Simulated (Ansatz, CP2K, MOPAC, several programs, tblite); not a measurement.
# NaFeN (P6_3mc) from semi-empirical methods to plane-wave DFT

NaFeN (P6_3mc) from a database structure, relaxed with r2SCAN in Ansatz, was computed with several methods. The symmetry is P6_3mc (No. 186, hexagonal); a = 2.974 Å, c = 9.733 Å in the conventional setting, 12.42 Å³ an atom. Na has 4 N at 2.56–2.97 Å; Fe has 3 N at 1.78 Å; N has 3 Fe at 1.78 Å and 4 Na at 2.56–2.97 Å. The values are computed, spin-unpolarised, and not measurements.

```
Na Fe N
1.0
     2.97385    0.00000    0.00000
    -1.48692    2.57543    0.00000
     0.00000    0.00000    9.73272
Na Fe N
2 2 2
Cartesian
  1.4869 0.8585 7.4048
  0.0000 1.7170 2.5384
  0.0000 0.0000 5.0439
  0.0000 0.0000 0.1775
  0.0000 1.7170 5.5047
  1.4869 0.8585 0.6384
```

Gaps and times are for a single point on this cell; volume and bulk modulus come from each method's own relaxation or energy curve at fixed shape, which is too stiff where a cell has free coordinates or axes. Times are rough, from shared hosts (Arm Neoverse V2), and each method has its own mesh and cell size. A double dagger marks a value from a curve with shape and coordinates held. PM7 (MOPAC), GFN1-xTB (tblite) treat a cluster of cells at its zone centre, which samples few k points: where these miss a band edge, the gap comes out too large for that reason alone. Gaps from k meshes are read at a limited set of points (mesh, symmetry points, PBE's band edges), so each method's own least gap may be somewhat smaller. xTB and the PM methods were fitted mostly to molecules, and can miss a solid's gap by electronvolts. Minimal bases can be far off for gaps. The open d shell was run without spin, which may not be the ground state of these methods, hybrids least of all. d marks a direct gap, i an indirect one (no mark: not told apart), a dash a value that wasn't computed or didn't pass its checks.

| method | kind | gap (eV) | own volume (Å³/atom) | bulk modulus (GPa) | atoms computed | processor time |
| --- | --- | --- | --- | --- | --- | --- |
| light PBE (260 eV and a coarse mesh) | light plane-wave | 0.26 i | – | – | 6 | 2.3 s |
| GFN1-xTB (tblite) | tight binding | 0.69 | 12.23‡ | 107‡ | 96 | 7 s |
| PBE | semilocal | 0.34 i | 12.84 | 129‡ | 6 | 15 s |
| PBE/SZV (CP2K) | small basis | 0.23 i | – | – | 6 | 23 s |
| r2SCAN | semilocal | 0.53 i | 12.42 | 141‡ | 6 | 28 s |
| PBE/DZVP (CP2K) | small basis | 0.34 i | – | – | 6 | 46 s |
| PM7 (MOPAC) | semi-empirical | 4.90 | – | – | 96 | 76 s |

Volumes against r2SCAN's: PBE +3.3 %.

Runs without a result: GFN2-xTB (tblite) (single point), GLLB-SC (GPAW) (single point).
